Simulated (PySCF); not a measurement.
# A base run of AsF3 and its variants

Aim: run a base script for AsF3, then edit it and compare.

Computed with PySCF 2.14.0. Level: method and basis as typed in the scripts.

## Step 1: Where the work starts

AsF3: 4 atoms, charge 0, spin multiplicity 1.

Bond lengths: As1–F2 1.715 Å, As1–F3 1.715 Å, As1–F4 1.715 Å. Angles: F2–As1–F3 95.9°, F2–As1–F4 95.9°, F3–As1–F4 95.9°.

## Step 2: The run that the others are compared with

The input, input.py:

```python
from pyscf import gto, scf, mp

mol = gto.M(
    atom='As 0 0 0.3821; F 1.471 0 -0.5005; F -0.7355 1.2739 -0.5005; F -0.7355 -1.2739 -0.5005',
    basis='crenbl',
    ecp={'As': 'crenbl', 'F': 'crenbl'},
    charge=0,
    spin=0,
    verbose=4,
)
mf = scf.RHF(mol)
mf.kernel()
mp.MP2(mf).kernel()
mf.dip_moment()
print('orbital energies (hartree):', mf.mo_energy[..., max(0, mol.nelec[1]-3):mol.nelec[0]+3].round(4))
```

Launch:

```sh
$ OMP_NUM_THREADS=1 python input.py
```

Its log is not repeated here.

In short: E(SCF) = -183.373255 Eh, 9 cycles, E(MP2) − E(SCF) = -0.76071 Eh, μ = 3.98 D (of the SCF density).

## Step 3: Stability test

Edit 1 changes step after the SCF: mp2 → stability.

The input, input.py:

```python
from pyscf import gto, scf

mol = gto.M(
    atom='As 0 0 0.3821; F 1.471 0 -0.5005; F -0.7355 1.2739 -0.5005; F -0.7355 -1.2739 -0.5005',
    basis='crenbl',
    ecp={'As': 'crenbl', 'F': 'crenbl'},
    charge=0,
    spin=0,
    verbose=4,
)
mf = scf.RHF(mol)
mf.kernel()
mf.stability(internal=True, external=True)
mf.dip_moment()
print('orbital energies (hartree):', mf.mo_energy[..., max(0, mol.nelec[1]-3):mol.nelec[0]+3].round(4))
```

Launch:

```sh
$ OMP_NUM_THREADS=1 python input.py
```

## Step 4: Level shift 0.3 hartree

Edit 2 changes level shift: none → 0.3 hartree.

input.py: that of step 2 with these lines changed.

```diff
@@ -11,2 +11,3 @@
 mf = scf.RHF(mol)
+mf.level_shift = 0.3
 mf.kernel()
```

**Question.** What will these runs give? Wanted: for each run, E(SCF); from base; gap; SCF dipole; after the SCF.

As calculated:

| run | E(SCF) (hartree) | from base (eV) | cycles | gap (eV) | SCF dipole (D) | after the SCF |
| --- | --- | --- | --- | --- | --- | --- |
| base | -183.373255 | 0 | 9 | 15.76 | 3.98 | MP2 correlation -20.700 eV |
| stability test | -183.373255 | 0.0000 | 9 | 15.76 | 3.98 | stable |
| level shift 0.3 hartree | -183.373255 | 0.0000 | 12 | 15.76 | 3.98 | MP2 correlation -20.700 eV |

Distance from each run's final energy (log10 hartree) by cycle:

| run | cycle 1 | cycle 2 | cycle 3 | cycle 5 | cycle 8 | cycle 12 |
| --- | --- | --- | --- | --- | --- | --- |
| base | -1.0 | -1.5 | -2.7 | -4.9 | -9.4 | done |
| stability test | -1.0 | -1.5 | -2.7 | -4.9 | -9.4 | done |
| level shift 0.3 hartree | -0.9 | -1.8 | -2.7 | -3.9 | -6.2 | -10.4 |

**Reading.** No change of the SCF energy comes from level shift 0.3 hartree. The base needs 9 cycles and the run with level shift 0.3 hartree needs 12.
